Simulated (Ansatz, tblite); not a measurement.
**Cyclic bis(sulfonyl)imide (C₃F₆NO₄S₂−): one state, many levels**

The task here is to estimate one member of a computed series from the others.

Program: Ansatz 0.2.0, Gaussian basis. Level of theory: as each input shows. These are calculated values, not measurements.

Plan: GFN1-xTB, GFN2-xTB, PBE-D4/def2-SVP, r2SCAN-D4/def2-SVP, PBE-D4/def2-SVPD, PBE0-D4/def2-SVPD, HF/STO-3G, HF/6-31G, B3LYP-D4/6-31G.

4 further runs of the same task are left out: 4 that didn't finish.

**The geometry**

The geometry is that of the singlet, from an earlier relaxation (r2SCAN-D4/def2-SVP).

SMILES `O=S1(=O)[N-]S(=O)(=O)C(F)(F)C(F)(F)C1(F)F`, 16 atoms, charge -1, spin multiplicity 1.

Bond lengths: O1–S2 1.463 Å, S2–O3 1.466 Å, S2–N4 1.618 Å, S2–C14 1.881 Å, N4–S5 1.618 Å, S5–O6 1.463 Å, S5–O7 1.466 Å, S5–C8 1.881 Å, C8–F9 1.351 Å, C8–F10 1.348 Å, C8–C11 1.542 Å, C11–F12 1.344 Å, C11–F13 1.364 Å, C11–C14 1.542 Å, C14–F15 1.351 Å, C14–F16 1.348 Å. Angles: O1–S2–O3 119.6°, O1–S2–N4 108.3°, O1–S2–C14 104.7°, O3–S2–N4 116.8°, O3–S2–C14 103.9°, N4–S2–C14 100.9°, S2–N4–S5 119.5°, N4–S5–O6 108.3°, N4–S5–O7 116.8°, N4–S5–C8 100.9°, O6–S5–O7 119.6°, O6–S5–C8 104.7°, O7–S5–C8 103.9°, S5–C8–F9 109.5°, S5–C8–F10 109.0°, S5–C8–C11 113.6°, F9–C8–F10 108.3°, F9–C8–C11 108.0° and more.

The ion is computed in the gas phase, without counter-ions or solvent.

PBE0-D4/def2-SVP was run before; its log isn't repeated, and its numbers join the tables.

Set-up of the first run:

Tight binding, by tblite at 300 K electronic temperature and without a spin-polarisation term:

```python
tblite.interface.Calculator('GFN1-xTB', numbers, positions, charge=-1, uhf=0).singlepoint()
```

Tight binding, by tblite at 300 K electronic temperature and without a spin-polarisation term:

```python
tblite.interface.Calculator('GFN2-xTB', numbers, positions, charge=-1, uhf=0).singlepoint()
```

start.molden holds the orbitals of an earlier run on this state, given as this run's starting guess.

Input file in.yaml:

```yaml
crystal:
  periodic: [false, false, false]
  atoms:
    - {symbol: O, position_ang: [2.452705, -1.892606, 0.372340]}
    - {symbol: S, position_ang: [1.385299, -1.209788, -0.359803]}
    - {symbol: O, position_ang: [1.543032, -0.947795, -1.793823]}
    - {symbol: N, position_ang: [-0.032205, -1.826891, 0.117423]}
    - {symbol: S, position_ang: [-1.409490, -1.163943, -0.413103]}
    - {symbol: O, position_ang: [-2.525852, -1.810938, 0.277372]}
    - {symbol: O, position_ang: [-1.503757, -0.897783, -1.851925]}
    - {symbol: C, position_ang: [-1.299477, 0.548130, 0.358314]}
    - {symbol: F, position_ang: [-2.317710, 1.312561, -0.093161]}
    - {symbol: F, position_ang: [-1.416213, 0.435546, 1.696741]}
    - {symbol: C, position_ang: [0.020128, 1.281311, 0.045577]}
    - {symbol: F, position_ang: [0.050130, 1.592275, -1.261683]}
    - {symbol: F, position_ang: [0.025796, 2.448527, 0.752260]}
    - {symbol: C, position_ang: [1.302149, 0.505493, 0.407873]}
    - {symbol: F, position_ang: [2.361318, 1.235849, -0.004099]}
    - {symbol: F, position_ang: [1.364137, 0.390051, 1.749707]}
basis:
  gaussian: {orbitals: def2-SVP, initial_orbitals: start.molden}
total_charge: -1
hamiltonian: {xc: pbe, dispersion: d4}
scf: {omitted_lower_state_checks: [starts]}
output: {orbitals: {seedname: orbitals}}
```

The run is started by

```sh
ansatz run in.yaml --threads 6 --pin off --events-out ev --progress --plain --max-ram 7833MiB
```

Among the steps run: PBE-D4/def2-SVP; r2SCAN-D4/def2-SVP; PBE-D4/def2-SVPD; PBE0-D4/def2-SVPD; HF/STO-3G; HF/6-31G; B3LYP-D4/6-31G.

One table of the session follows, with a row left open; its other results are not shown here.

It belongs to the step «Levels side by side». 

| level | HOMO (eV) | LUMO (eV) | gap (eV) |
| --- | --- | --- | --- |
| HF/STO-3G | -2.70 | 12.44 | 15.14 |
| HF/6-31G | ? | ? | ? |
| PBE-D4/def2-SVP | -2.30 | 3.11 | 5.41 |
| PBE-D4/def2-SVPD | -3.03 | 2.12 | 5.15 |
| r2SCAN-D4/def2-SVP | -2.87 | 3.14 | 6.01 |
| B3LYP-D4/6-31G | -4.35 | 2.77 | 7.12 |
| PBE0-D4/def2-SVP | -4.08 | 3.94 | 8.03 |
| PBE0-D4/def2-SVPD | -4.61 | 3.03 | 7.64 |

Q: Estimate the row for HF/6-31G from the others.

As computed: HOMO (eV): -9.06; LUMO (eV): 6.82; gap (eV): 15.88. In the column «HOMO (eV)» it is the lowest.
